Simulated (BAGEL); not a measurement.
**GeH2Cl2 (dichlorogermane): a chain of runs**

We compute the energy (HF/def2-SVP), then the energy (NEVPT2(2,2)/def2-SVP), then a single-point energy (CASPT2(2,2)/def2-SVP) of GeH2Cl2 (dichlorogermane). 

The results are computed with BAGEL 1.2.2.

1 further run of the same task is left out (set aside as unsound or not needed).

## (1) The system as given

GeH2Cl2 has 5 atoms, charge 0, and is taken as a singlet. SMILES: `[Cl][GeH2][Cl]`. One bond was lengthened or shortened from a relaxed shape.

Bond lengths: Cl1–Ge2 2.140 Å, Ge2–Cl3 2.140 Å, Ge2–H4 1.758 Å, Ge2–H5 1.528 Å. Angles: Cl1–Ge2–Cl3 108.2°, Cl1–Ge2–H4 108.2°, Cl1–Ge2–H5 108.2°, Cl3–Ge2–H4 108.2°, Cl3–Ge2–H5 108.2°, H4–Ge2–H5 115.8°.

## (2) A single-point energy at HF/def2-SVP (density fitting with svp-jkfit) (run 1)

calc.json

```json
{ "bagel": [

{
  "title": "molecule",
  "basis": "svp",
  "df_basis": "svp-jkfit",
  "angstrom": true,
  "geometry": [
    { "atom": "Cl", "xyz": [   -1.737554,   -0.066902,    1.184958 ] },
    { "atom": "Ge", "xyz": [    0.061346,    0.171098,    0.051358 ] },
    { "atom": "Cl", "xyz": [    1.613346,   -0.939402,    1.018758 ] },
    { "atom": "H", "xyz": [   -0.198900,   -0.525000,   -1.541400 ] },
    { "atom": "H", "xyz": [    0.447546,    1.649698,    0.075858 ] }
  ]
},
{
  "title": "hf"
},
{
  "title": "print",
  "file": "orbitals.molden",
  "orbitals": true
}

]}
```

Run with:

```bash
BAGEL_NUM_THREADS=1 BAGEL calc.json > calc.out
```

The log of the run:

```text
* using 1 threads per process

  ===============================================================
  ===============================================================

  *** Geometry ***

  { "atom" : "Cl", "xyz" : [     -3.283501,     -0.126426,      2.239246 ] },
  { "atom" : "Ge", "xyz" : [      0.115927,      0.323328,      0.097053 ] },
  { "atom" : "Cl", "xyz" : [      3.048782,     -1.775213,      1.925174 ] },
  { "atom" : "H", "xyz" : [     -0.375867,     -0.992106,     -2.912824 ] },
  { "atom" : "H", "xyz" : [      0.845739,      3.117477,      0.143351 ] },

  Number of auxiliary basis functions:      558

  Since a DF basis is specified, we compute 2- and 3-index integrals:
    o Being stored without compression. Storage requirement is 0.027 GB

  Number of basis functions:       78
  Number of electrons      :       68

    * METHOD: MOLECULE                             0.29

  *** RHF ***

  === Nuclear Repulsion ===
   345.8135600899

      * DIIS with orbital gradients will be used.

  === RHF iteration (svp) ===
      0      -2994.99558109          0.00798312           0.10
      1      -2995.03723646          0.00386111           0.10
      2      -2995.04595525          0.00082616           0.10
      3      -2995.04642829          0.00026610           0.10
      4      -2995.04647625          0.00004477           0.10
      5      -2995.04647929          0.00001325           0.10
      6      -2995.04647960          0.00000318           0.10
      7      -2995.04647961          0.00000058           0.10
      8      -2995.04647961          0.00000014           0.10
      9      -2995.04647961          0.00000004           0.10
     10      -2995.04647961          0.00000002           0.10
     11      -2995.04647961          0.00000000           0.10
    * SCF iteration converged.

    * Permanent dipole moment:
           (   -0.103696,    -0.510785,     0.590448) a.u.

    * METHOD: HF                                   1.43

    * METHOD: PRINT                                0.02

  ===============================================================
```

Run time: 1.9 s. Hardware: 1 thread of Arm Neoverse V1, shared host; peak memory 0.14 GiB.

## (3) The energy at NEVPT2(2,2)/def2-SVP (density fitting with svp-jkfit) (run 2)

input.json

```json
{ "bagel" : [

{
  "title" : "molecule",
  "basis" : "svp",
  "df_basis" : "svp-jkfit",
  "angstrom" : true,
  "geometry" : [
    { "atom" : "Cl", "xyz" : [      -1.737554,      -0.066902,       1.184958 ] },
    { "atom" : "Ge", "xyz" : [       0.061346,       0.171098,       0.051358 ] },
    { "atom" : "Cl", "xyz" : [       1.613346,      -0.939402,       1.018758 ] },
    { "atom" : "H", "xyz" : [      -0.198900,      -0.525000,      -1.541400 ] },
    { "atom" : "H", "xyz" : [       0.447546,       1.649698,       0.075858 ] }
  ]
},

{
  "title" : "hf"
},

{
  "title" : "nevpt2",
  "nstate" : 1,
  "nact" : 2,
  "nclosed" : 33,
  "active" : [30, 35],
  "maxiter" : 200,
  "natocc" : true,
  "ncore" : 19
},

{
  "title" : "print",
  "file" : "orbitals.molden",
  "orbitals" : true
}

]}
```

Run with:

```bash
BAGEL_NUM_THREADS=1 BAGEL input.json > input.out
```

The log of the run:

```text
* using 1 threads per process

  ===============================================================
  ===============================================================

  *** Geometry ***

  { "atom" : "Cl", "xyz" : [     -3.283501,     -0.126426,      2.239246 ] },
  { "atom" : "Ge", "xyz" : [      0.115927,      0.323328,      0.097053 ] },
  { "atom" : "Cl", "xyz" : [      3.048782,     -1.775213,      1.925174 ] },
  { "atom" : "H", "xyz" : [     -0.375867,     -0.992106,     -2.912824 ] },
  { "atom" : "H", "xyz" : [      0.845739,      3.117477,      0.143351 ] },

  Number of auxiliary basis functions:      558

  Since a DF basis is specified, we compute 2- and 3-index integrals:
    o Being stored without compression. Storage requirement is 0.027 GB

[... 18 lines left out ...]
    * SCF iteration converged.
[... 1 line left out ...]
    * Permanent dipole moment:
[... 28 lines left out ...]
    * Second-order optimization converged. *

     guess   0:   closed 1.                   open ..

  === FCI iteration ===

      0  0     -2995.04611057     6.89e-02      0.00
      1  0     -2995.06524899     1.98e-03      0.00
      2  0 *   -2995.06527411     3.35e-16      0.00

     * ci vector, state   0, <S^2> = 0.0000
       2.     0.9904642141
       .2    -0.1377702458

  === DF-NEVPT2 calculation ===

    * 3-index integral transformation done
    * assembly done

      NEVPT2 correlation energy:   -0.4743333665      0.12

          (+0)     -0.4379414608
          (+0)'    -0.0045110682
          (+1)     -0.0089368462
          (+1)'    -0.0000000000
          (+2)     -0.0002521283
          (-1)     -0.0151949159
          (-1)'     0.0000000000
          (-2)     -0.0074969471

      NEVPT2 total energy:       -2995.5396074791

    * METHOD: NEVPT2                               5.47

    * METHOD: PRINT                                0.02

  ===============================================================
```

Wall time 7.5 s (1 thread of Arm Neoverse V1, shared host); peak memory 0.14 GiB.

## (4) The energy at CASPT2(2,2)/def2-SVP (density fitting with svp-jkfit) (run 3)

calc.json

```json
{ "bagel": [

{
  "title": "molecule",
  "basis": "svp",
  "df_basis": "svp-jkfit",
  "angstrom": true,
  "geometry": [
    { "atom": "Cl", "xyz": [      -1.737554,      -0.066902,       1.184958 ] },
    { "atom": "Ge", "xyz": [       0.061346,       0.171098,       0.051358 ] },
    { "atom": "Cl", "xyz": [       1.613346,      -0.939402,       1.018758 ] },
    { "atom": "H", "xyz": [      -0.198900,      -0.525000,      -1.541400 ] },
    { "atom": "H", "xyz": [       0.447546,       1.649698,       0.075858 ] }
  ]
},

{
  "title": "hf"
},

{
  "title": "casscf",
  "nstate": 1,
  "nact": 2,
  "nclosed": 33,
  "active": [30, 35],
  "maxiter": 200,
  "natocc": true
},

{
  "title": "print",
  "file": "orbitals.molden",
  "orbitals": true
},

{
  "title": "smith",
  "method": "caspt2",
  "ms": true,
  "xms": true,
  "sssr": true,
  "shift": 0.2,
  "shift_imag": true,
  "ncore": 19
}

]}
```

Run with:

```bash
BAGEL_NUM_THREADS=1 BAGEL calc.json > calc.out
```

The log of the run:

```text
* using 1 threads per process

  ===============================================================
  ===============================================================

  *** Geometry ***

  { "atom" : "Cl", "xyz" : [     -3.283501,     -0.126426,      2.239246 ] },
  { "atom" : "Ge", "xyz" : [      0.115927,      0.323328,      0.097053 ] },
  { "atom" : "Cl", "xyz" : [      3.048782,     -1.775213,      1.925174 ] },
  { "atom" : "H", "xyz" : [     -0.375867,     -0.992106,     -2.912824 ] },
  { "atom" : "H", "xyz" : [      0.845739,      3.117477,      0.143351 ] },

  Number of auxiliary basis functions:      558

  Since a DF basis is specified, we compute 2- and 3-index integrals:
    o Being stored without compression. Storage requirement is 0.027 GB

[... 18 lines left out ...]
    * SCF iteration converged.
[... 1 line left out ...]
    * Permanent dipole moment:
[... 27 lines left out ...]
    * Second-order optimization converged. *
[... 9 lines left out ...]
     * ci vector, state   0, <S^2> = 0.0000
[... 16 lines left out ...]
    * Zeroth order energy : state  0       -0.9663406352
[... 4 lines left out ...]
       #      aibj      arbs      arbi      airj      risj      airs      arst      rist         Etot      error   time
[... 2 lines left out ...]
       0  -0.43733  -0.00902  -0.01554  -0.00992  -0.00038  -0.00392  -0.00000  -0.00000   -0.4761081  0.0011353   0.06
       1  -0.43759  -0.00907  -0.01558  -0.01014  -0.00041  -0.00399   0.00000  -0.00000   -0.4767811  0.0001912   0.06
       2  -0.43760  -0.00907  -0.01559  -0.01015  -0.00041  -0.00398  -0.00000  -0.00000   -0.4767999  0.0000443   0.06
       3  -0.43760  -0.00907  -0.01559  -0.01015  -0.00041  -0.00398  -0.00000  -0.00000   -0.4768007  0.0000098   0.06
       4  -0.43760  -0.00907  -0.01559  -0.01015  -0.00041  -0.00398  -0.00000  -0.00000   -0.4768007  0.0000019   0.06
       5  -0.43760  -0.00907  -0.01559  -0.01015  -0.00041  -0.00398  -0.00000  -0.00000   -0.4768007  0.0000004   0.06

      ------------------------------------------------------------------------------------------------------------------

    * CASPT2 energy : state  0    -2995.5443182107
        w/o shift correction      -2995.5420748488
        reference weight              0.8708425101

    * METHOD: SMITH                                0.60

  ===============================================================
```

Run time: 7.8 s. Hardware: 1 thread of Arm Neoverse V1, shared host; peak memory 0.16 GiB.

## (5) Summary of results

```
                                 quantity           value
         run 1, HF/def2-SVP: total energy  -2995.04648 Eh
        run 1, HF/def2-SVP: dipole moment          2.00 D
          run 1, HF/def2-SVP: HOMO energy       -11.96 eV
          run 1, HF/def2-SVP: LUMO energy         3.17 eV
        run 1, HF/def2-SVP: HOMO–LUMO gap        15.13 eV
run 2, NEVPT2(2,2)/def2-SVP: total energy  -2995.53961 Eh
run 3, CASPT2(2,2)/def2-SVP: total energy  -2995.54432 Eh
```
